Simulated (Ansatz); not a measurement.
**CH2F3Si radical: basis-set convergence**

The task here is to estimate one member of a computed series from the others.

Method: one geometry, several basis sets; program: Ansatz 0.2.0, Gaussian basis.

The runs, in order: PBE0-D4/def2-SVP; ωB97M-V/def2-SVP; PBE0-D4/def2-QZVPP; ωB97M-V/def2-QZVPP; the functionals' def2-TZVPP values are taken from earlier runs.

## The geometry

All runs share one geometry, relaxed beforehand with PBE0-D4 in a triple-zeta def2 set.

SMILES `[CH2][Si](F)(F)F`, 7 atoms, charge 0, spin multiplicity 2.

Atoms are counted from 1 here; the program's logs count them from 0.

Bond lengths: C1–Si2 1.812 Å, C1–H6 1.084 Å, C1–H7 1.084 Å, Si2–F3 1.577 Å, Si2–F4 1.578 Å, Si2–F5 1.577 Å. Angles: Si2–C1–H6 122.2°, Si2–C1–H7 122.2°, H6–C1–H7 115.6°, C1–Si2–F3 111.1°, C1–Si2–F4 112.7°, C1–Si2–F5 111.2°, F3–Si2–F4 106.8°, F3–Si2–F5 108.2°, F4–Si2–F5 106.7°.

The first run:

in.yaml reads:

```yaml
crystal:
  periodic: [false, false, false]
  atoms:
    - {symbol: C, position_ang: [-0.691798, 0.401724, 0.763498]}
    - {symbol: Si, position_ang: [0.442884, -0.260944, -0.483500]}
    - {symbol: F, position_ang: [0.009422, 0.178524, -1.934194]}
    - {symbol: F, position_ang: [0.495392, -1.837970, -0.481083]}
    - {symbol: F, position_ang: [1.916876, 0.241319, -0.236601]}
    - {symbol: H, position_ang: [-1.731109, 0.616215, 0.542178]}
    - {symbol: H, position_ang: [-0.380367, 0.593130, 1.784100]}
basis:
  gaussian: {orbitals: def2-SVP}
magnetization: {spin_polarized: true, initial_magnetization: 1}
hamiltonian: {xc: pbe0, dispersion: d4}
output: {orbitals: {seedname: orbitals}}
```

Steps of the session up to this table: PBE0-D4 in def2-SVP; ωB97M-V in def2-SVP; PBE0-D4 in def2-QZVPP; ωB97M-V in def2-QZVPP.

One of the session's tables, all rows but one given; the rest of the session is left out.

It belongs to the step «Density functionals: the series». 

```
functional       basis  HOMO (eV)  LUMO (eV)
   PBE0-D4    def2-SVP      -8.14      -3.07
   PBE0-D4  def2-TZVPP      -8.19      -3.22
   PBE0-D4  def2-QZVPP          ?          ?
   ωB97M-V    def2-SVP     -10.17      -1.03
   ωB97M-V  def2-TZVPP     -10.23      -1.31
   ωB97M-V  def2-QZVPP     -10.25      -1.38
```

Q: Estimate the row for PBE0-D4, def2-QZVPP from the others.

As computed: HOMO (eV): -8.21; LUMO (eV): -3.25. In the column «HOMO (eV)» it lies between ωB97M-V, def2-SVP (-10.17) and PBE0-D4, def2-TZVPP (-8.19).
